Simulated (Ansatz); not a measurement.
**C2H7AlO: one species, many methods**

How much do the methods differ for C2H7AlO? The plan is to run it at one geometry with functionals of several rungs and with coupled cluster, and see how far each lands from CCSD(T) at the basis-set limit for the atomisation energy.

Method: functionals in def2-TZVPP, the program's frozen cores in correlated methods; program: Ansatz 0.2.0, Gaussian basis.

Plan: LDA (SPW92), PBE-D4, revPBE-D4, BLYP-D4, r2SCAN-D4, B97M-V, PBE0-D4, B3LYP-D4, r2SCANh-D4, r2SCAN0-D4, HSE06-D4, BHLYP-D4, CAM-B3LYP-D4, LC-ωPBE, ωB97X-V, ωB97M-V, B2PLYP, PBE-QIDH; CCSD(T)/def2-SVP; CCSD(T)/def2-TZVPP; MP2/def2-QZVPP; extrapolation to the limit; RPA on PBE.

### 1 The relaxed structure

All runs share one geometry, relaxed beforehand with PBE0-D4 in a triple-zeta def2 set.

11 atoms, charge 0, spin multiplicity 1.

Atoms are counted from 1 here; the program's logs count them from 0.

Bond lengths: C1–C2 1.497 Å, C1–H5 1.094 Å, C1–H6 1.096 Å, C1–H7 1.092 Å, C2–O3 1.537 Å, C2–Al4 1.950 Å, C2–H8 1.091 Å, O3–Al4 1.958 Å, O3–H9 0.961 Å, Al4–H10 1.585 Å, Al4–H11 1.589 Å. Angles: C2–C1–H5 108.5°, C2–C1–H6 112.9°, C2–C1–H7 111.6°, H5–C1–H6 107.9°, H5–C1–H7 107.4°, H6–C1–H7 108.3°, C1–C2–O3 109.0°, C1–C2–Al4 128.4°, C1–C2–H8 112.4°, O3–C2–Al4 67.1°, O3–C2–H8 107.0°, Al4–C2–H8 117.8°, C2–O3–Al4 66.6°, C2–O3–H9 111.1°, Al4–O3–H9 121.2°, C2–Al4–O3 46.3°, C2–Al4–H10 119.8°, C2–Al4–H11 117.0° and more.

### 2 LDA

This LDA is Slater exchange with PW92 correlation.

in.yaml reads:

```yaml
crystal:
  periodic: [false, false, false]
  atoms:
    - {symbol: C, position_ang: [-0.953861, 1.161584, 0.221259]}
    - {symbol: C, position_ang: [-0.440692, -0.236934, 0.074508]}
    - {symbol: O, position_ang: [0.861742, -0.379605, 0.877794]}
    - {symbol: Al, position_ang: [1.051933, -0.871804, -1.008085]}
    - {symbol: H, position_ang: [-1.847442, 1.269569, -0.400232]}
    - {symbol: H, position_ang: [-1.229578, 1.409502, 1.252557]}
    - {symbol: H, position_ang: [-0.224504, 1.896821, -0.125452]}
    - {symbol: H, position_ang: [-1.138783, -0.979744, 0.463307]}
    - {symbol: H, position_ang: [0.775899, -1.050136, 1.561100]}
    - {symbol: H, position_ang: [1.969447, 0.169704, -1.774014]}
    - {symbol: H, position_ang: [1.241140, -2.445858, -1.122044]}
basis:
  gaussian: {orbitals: def2-TZVPP}
hamiltonian: {xc: lda}
output: {orbitals: {seedname: orbitals}}
```

On the command line:

```bash
> ansatz run in.yaml --threads 2 --pin off --events-out ev --progress --plain --max-ram 4352MiB
```

The runs that follow: PBE-D4 (GGA); revPBE-D4 (GGA); BLYP-D4 (GGA); r2SCAN-D4 (meta-GGA); B97M-V (meta-GGA); PBE0-D4 (hybrid); B3LYP-D4 (hybrid); r2SCANh-D4 (hybrid); r2SCAN0-D4 (hybrid); HSE06-D4 (hybrid); BHLYP-D4 (hybrid); CAM-B3LYP-D4 (range-separated); LC-ωPBE (range-separated); ωB97X-V (range-separated); ωB97M-V (range-separated); B2PLYP (double hybrid); PBE-QIDH (double hybrid); CCSD(T) in def2-SVP; CCSD(T) in def2-TZVPP; MP2 in def2-QZVPP; RPA on PBE orbitals.

**Question.** What will the summary of the whole plan be? Wanted: atomisation energy, CCSD(T)/CBS; farthest beyond LDA; mean size of error, GGA; mean size of error, meta-GGA; mean size of error, hybrid; mean size of error, range-separated; mean size of error, double hybrid; gap, smallest and largest; T1 diagnostic.

As calculated:

| quantity | value |
| --- | --- |
| atomisation energy, CCSD(T)/CBS | 912.7 kcal/mol |
| functionals within 4.6 kcal/mol (0.5 %) | r2SCAN-D4, B3LYP-D4, r2SCANh-D4, HSE06-D4, CAM-B3LYP-D4, LC-ωPBE, ωB97X-V, ωB97M-V |
| farthest beyond LDA | BHLYP-D4 (-26.5 kcal/mol) |
| mean size of error, GGA | 8.9 kcal/mol |
| mean size of error, meta-GGA | 2.7 kcal/mol |
| mean size of error, hybrid | 9.1 kcal/mol |
| mean size of error, range-separated | 2.2 kcal/mol |
| mean size of error, double hybrid | 10.9 kcal/mol |
| gap, smallest and largest | 4.62 eV (LDA (SPW92)), 11.56 eV (LC-ωPBE) |
| T1 diagnostic | 0.0111 |
| triples share of the correlation energy | 3.5 % |

What this shows: The LDA atomisation energy is off by 122.0 kcal/mol (13 %): it overbinds. PBE-D4 misses by +8.7 kcal/mol. Double hybrids carry the basis error of their MP2 part in triple zeta, and no dispersion term here, so their miss is partly the set-up's. The rungs range-separated, meta-GGA miss on average by less than the doubt on the reference (4.6 kcal/mol), so they tie. The reference freezes the cores and leaves out relativity and excitations past (T), so misses under about 4.6 kcal/mol can't be ranked. Hartree-Fock recovers 73 % of the binding; the rest is correlation. CCSD(T) in def2-SVP is off by -44.4 kcal/mol, which most functionals beat. Orbital gaps span 4.6 to 11.6 eV; exact exchange widens them.
